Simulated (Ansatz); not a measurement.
# HPbNO4 (P1) in Ansatz: reference runs, part 2 of 2

Ansatz 0.2.0. Earlier steps stand in the parts before.

## 6. Single point, PBE, 14.19 Å³/atom (volume scaled by 0.98)

Input file input.yaml:

```yaml
crystal:
  lattice:
    - [4.1758539149, 0.0, 0.0]
    - [2.0081510006, 3.8137506329, 0.0]
    - [2.0331222706, 1.2704158487, 6.2391622197]
  atoms:
    - { symbol: H, position: [0.89145, 0.68202, 0.62796] }
    - { symbol: Pb, position: [0.14426, 0.92872, 0.88352] }
    - { symbol: "N", position: [0.2567, 0.28861, 0.30171] }
    - { symbol: O, position: [0.83108, 0.65056, 0.78405] }
    - { symbol: O, position: [0.38694, 0.2238, 0.11295] }
    - { symbol: O, position: [0.31104, 0.03576, 0.45856] }
    - { symbol: O, position: [0.07726, 0.60633, 0.32275] }
hamiltonian:
  xc: pbe
  pseudopotentials: { kind: paw }
kpoints:
  mp_grid: { grid: [7, 7, 5] }
scf:
  occupations: { method: fermi_dirac, width: 0.05 }
output:
  forces: true
  stress: true
  eigenvalues: true
  write_density: true
  write_potential: true
  elf: true
  volumetric_format: npy
```

Potentials or basis: Ansatz PAW.

Started as:

```bash
$ ansatz run input.yaml --threads 8 --pin off --max-ram 20480MiB --backend cpu --events-out ev --progress --plain --runs-dir out
```

Run time: 6 s. Hardware: 8 threads of Arm Neoverse V2, shared host; peak memory 0.64 GiB.

Results (log left out):

```yaml
Free_energy: -14571.4330 eV
Pressure: 2.0 GPa
Largest_force: 0.545 eV/Å
Band_gap_on_the_k_mesh: 2.83 eV, indirect (least direct gap 2.86 eV)
```

Caveat: odd divisions of the mesh miss points on the zone boundary, where band edges often lie, so the gap on the mesh can be too wide; the pressure holds a Pulay correction of +0.6 GPa for the finite cutoff; spin-orbit coupling is left out, which as a rule narrows the gap of such compounds by several tenths of an eV.

## 7. Single point, PBE, 14.48 Å³/atom

Changes to input.yaml since step 6:

```diff
@@ -2,5 +2,5 @@
   lattice:
-    - [4.1758539149, 0.0, 0.0]
-    - [2.0081510006, 3.8137506329, 0.0]
-    - [2.0331222706, 1.2704158487, 6.2391622197]
+    - [4.20407, 0.0, 0.0]
+    - [2.02172, 3.83952, 0.0]
+    - [2.04686, 1.279, 6.28132]
   atoms:
@@ -24,5 +24 @@
   eigenvalues: true
-  write_density: true
-  write_potential: true
-  elf: true
-  volumetric_format: npy
```

Started as:

```bash
$ ansatz run input.yaml --threads 8 --pin off --max-ram 20480MiB --backend cpu --events-out ev --progress --plain --runs-dir out
```

Run time: 4.5 s. Hardware: 8 threads of Arm Neoverse V2, shared host; peak memory 0.61 GiB.

Results (log left out):

- Free energy: -14571.4454 eV
- Pressure: 0.0 GPa
- Band gap on the k mesh: 2.82 eV, indirect (least direct gap 2.84 eV)

Caveat: odd divisions of the mesh miss points on the zone boundary, where band edges often lie, so the gap on the mesh can be too wide; the pressure holds a Pulay correction of +0.6 GPa for the finite cutoff; spin-orbit coupling is left out, which as a rule narrows the gap of such compounds by several tenths of an eV.

## 8. Single point, PBE, 14.77 Å³/atom (volume scaled by 1.02)

Changes to input.yaml since step 7:

```diff
@@ -2,5 +2,5 @@
   lattice:
-    - [4.20407, 0.0, 0.0]
-    - [2.02172, 3.83952, 0.0]
-    - [2.04686, 1.279, 6.28132]
+    - [4.2319123346, 0.0, 0.0]
+    - [2.0351092644, 3.8649480258, 0.0]
+    - [2.0604157593, 1.2874704455, 6.322919358]
   atoms:
```

Started as:

```bash
$ ansatz run input.yaml --threads 8 --pin off --max-ram 20480MiB --backend cpu --events-out ev --progress --plain --runs-dir out
```

It took 4.5 s on 8 threads of Arm Neoverse V2, shared host; peak memory 0.62 GiB.

It converged, with:

```yaml
Free_energy: -14571.4339 eV
Pressure: -1.8 GPa
Largest_force: 0.511 eV/Å
Band_gap_on_the_k_mesh: 2.80 eV, indirect (least direct gap 2.82 eV)
```

Caveat: odd divisions of the mesh miss points on the zone boundary, where band edges often lie, so the gap on the mesh can be too wide; the pressure holds a Pulay correction of +0.6 GPa for the finite cutoff; spin-orbit coupling is left out, which as a rule narrows the gap of such compounds by several tenths of an eV.

## 9. Single point, PBE, 15.06 Å³/atom (volume scaled by 1.04)

Changes to input.yaml since step 8:

```diff
@@ -2,5 +2,5 @@
   lattice:
-    - [4.2319123346, 0.0, 0.0]
-    - [2.0351092644, 3.8649480258, 0.0]
-    - [2.0604157593, 1.2874704455, 6.322919358]
+    - [4.2593930548, 0.0, 0.0]
+    - [2.0483246299, 3.8900457942, 0.0]
+    - [2.0737954573, 1.2958308775, 6.3639784264]
   atoms:
```

Potentials or basis: Ansatz PAW.

Started as:

```bash
$ ansatz run input.yaml --threads 8 --pin off --max-ram 20480MiB --backend cpu --events-out ev --progress --plain --runs-dir out
```

Standard output:

```text
Warning: RAYON_NUM_THREADS=8 ignored (pool sized by the plan → 8); use --threads N
Engine: ansatz 0.2.0, aarch64-unknown-linux-gnu
Pseudopotentials: kind: paw
Pseudopotential: H, paw, valence charge 1, recommended cutoff 420 eV (normal), H.paw.azcp
Pseudopotential: Pb, paw, valence charge 14, recommended cutoff 420 eV (normal), Pb.paw.azcp
Pseudopotential: N, paw, valence charge 5, recommended cutoff 420 eV (normal), N.paw.azcp
Pseudopotential: O, paw, valence charge 6, recommended cutoff 420 eV (normal), O.paw.azcp
[... 62 lines left out ...]
  atom   5  O     -0.02298922     0.35607196     0.74546874
  atom   6  O     -0.02981255     0.61131227    -0.75262104
  atom   7  O      0.05619214    -0.97221922    -0.14402162
  max |Σ_I F_I| component: 2.50e-4 eV/Å
--- Stress (GPa, compression-positive) ---
       -1.270737       0.188848      -0.005020
        0.188848      -4.140524       0.063049
       -0.005021       0.063047      -4.787711
  P = ⅓ Tr σ = -3.3997 GPa (-33.997 kbar)
--- Band table (eV; the first three rows and the last of 123) ---
  k-point 0: bands = ["-22.5998", "-17.3611", "-17.0542", "-14.6842", "-12.6708", "-12.6501", "-12.6496", "-12.6313", "-12.6121", "-7.3620", "-4.8782", "-4.6526", "-4.5457", "-3.2388", "-0.8579", "0.3873", "0.6252", "0.8309", "0.8446", "1.3070", "1.5089", "2.0959", "6.2288", "6.9942", "8.0915", "8.8048", "8.9503", "11.7318"]
  k-point 1: bands = ["-22.5993", "-17.3637", "-17.0561", "-14.6800", "-12.6723", "-12.6497", "-12.6493", "-12.6312", "-12.6098", "-7.3392", "-4.9137", "-4.6531", "-4.5584", "-3.2065", "-1.0415", "0.5683", "0.6065", "0.8550", "0.8997", "1.3304", "1.5126", "2.0680", "6.1961", "6.7725", "8.0896", "8.8254", "9.3447", "11.6257"]
  k-point 2: bands = ["-22.5986", "-17.3678", "-17.0590", "-14.6731", "-12.6741", "-12.6496", "-12.6487", "-12.6312", "-12.6063", "-7.3007", "-4.9724", "-4.6540", "-4.5789", "-3.1514", "-1.2676", "0.5608", "0.6679", "0.8744", "1.1884", "1.3667", "1.5351", "1.9637", "6.1445", "6.4991", "8.0802", "8.8580", "10.0464", "11.4047"]
  k-point 122: bands = ["-22.5710", "-17.4147", "-17.0650", "-14.6768", "-12.6804", "-12.6679", "-12.6527", "-12.5942", "-12.4542", "-7.1153", "-4.9815", "-4.8743", "-4.5150", "-3.2809", "-1.8962", "0.0368", "0.3222", "0.5724", "1.0591", "1.3551", "2.1970", "2.6306", "5.6875", "7.2588", "8.0877", "8.7662", "10.9395", "11.4980"]
```

It took 4.6 s on 8 threads of Arm Neoverse V2, shared host; peak memory 0.63 GiB.

What came out:

```
Free energy            : -14571.4009 eV
Pressure               : -3.4 GPa
Largest force          : 0.984 eV/Å
Band gap on the k mesh : 2.78 eV, indirect (least direct gap 2.80 eV)
```

Caveat: odd divisions of the mesh miss points on the zone boundary, where band edges often lie, so the gap on the mesh can be too wide; the pressure holds a Pulay correction of +0.6 GPa for the finite cutoff; spin-orbit coupling is left out, which as a rule narrows the gap of such compounds by several tenths of an eV.

## 10. Single point, PBE, 15.35 Å³/atom (volume scaled by 1.06)

Changes to input.yaml since step 9:

```diff
@@ -2,5 +2,5 @@
   lattice:
-    - [4.2593930548, 0.0, 0.0]
-    - [2.0483246299, 3.8900457942, 0.0]
-    - [2.0737954573, 1.2958308775, 6.3639784264]
+    - [4.2865236784, 0.0, 0.0]
+    - [2.0613716353, 3.9148238239, 0.0]
+    - [2.0870047017, 1.3040847999, 6.4045144137]
   atoms:
@@ -24 +24,5 @@
   eigenvalues: true
+  write_density: true
+  write_potential: true
+  elf: true
+  volumetric_format: npy
```

Started as:

```bash
$ ansatz run input.yaml --threads 8 --pin off --max-ram 20480MiB --backend cpu --events-out ev --progress --plain --runs-dir out
```

It took 6.4 s on 8 threads of Arm Neoverse V2, shared host; peak memory 0.66 GiB.

It converged, with:

* Free energy: -14571.3486 eV
* Pressure: -4.9 GPa
* Largest force: 1.425 eV/Å
* Band gap on the k mesh: 2.76 eV, indirect (least direct gap 2.78 eV)

Caveat: odd divisions of the mesh miss points on the zone boundary, where band edges often lie, so the gap on the mesh can be too wide; the pressure holds a Pulay correction of +0.6 GPa for the finite cutoff; spin-orbit coupling is left out, which as a rule narrows the gap of such compounds by several tenths of an eV; forces of over 1 eV/Å show positions far from the minimum, so gaps and moduli don't describe the material at rest.

## 11. Equation of state, PBE

No new run: the results of the series are fitted here.

Results:

| Quantity | Value |
| --- | --- |
| Equilibrium volume | 14.48 Å³/atom |
| Bulk modulus at fixed shape and positions | 94 GPa |
| Pressure derivative of the bulk modulus | 4.2 |

Energy against volume, from the lowest point:
| volume (Å³/atom) | energy (meV/atom) |
| --- | --- |
| 13.615 | 17.03 |
| 13.905 | 7.30 |
| 14.195 | 1.76 |
| 14.484 | 0.00 |
| 14.774 | 1.64 |
| 15.064 | 6.35 |
| 15.353 | 13.83 |

Caveat: the cell was scaled at fixed shape and fractional positions, which overstates the stiffness of a crystal with free parameters, most of all of layers and chains.

## 12. The runs side by side

```tsv
task	cell	gap on the mesh (eV)	pressure (GPa)
single point	as given	2.82	0.0
single point	atoms moved at random, drawn with an rms of 0.05 Å	2.80	2.1
equation of state	as given	-	-
```

Alike in all rows: level PBE; potentials or basis Ansatz PAW; no spin polarisation; k mesh 7 × 7 × 5; cutoff (eV) 420; smearing fermi-dirac 0.05 eV.

Caveats: odd divisions of the mesh miss points on the zone boundary, where band edges often lie, so the gap on the mesh can be too wide (some runs); spin-orbit coupling is left out, which as a rule narrows the gap of such compounds by several tenths of an eV (some runs); the cell was scaled at fixed shape and fractional positions, which overstates the stiffness of a crystal with free parameters, most of all of layers and chains (some runs).

Absolute energies hang on the potentials; compare differences alone.
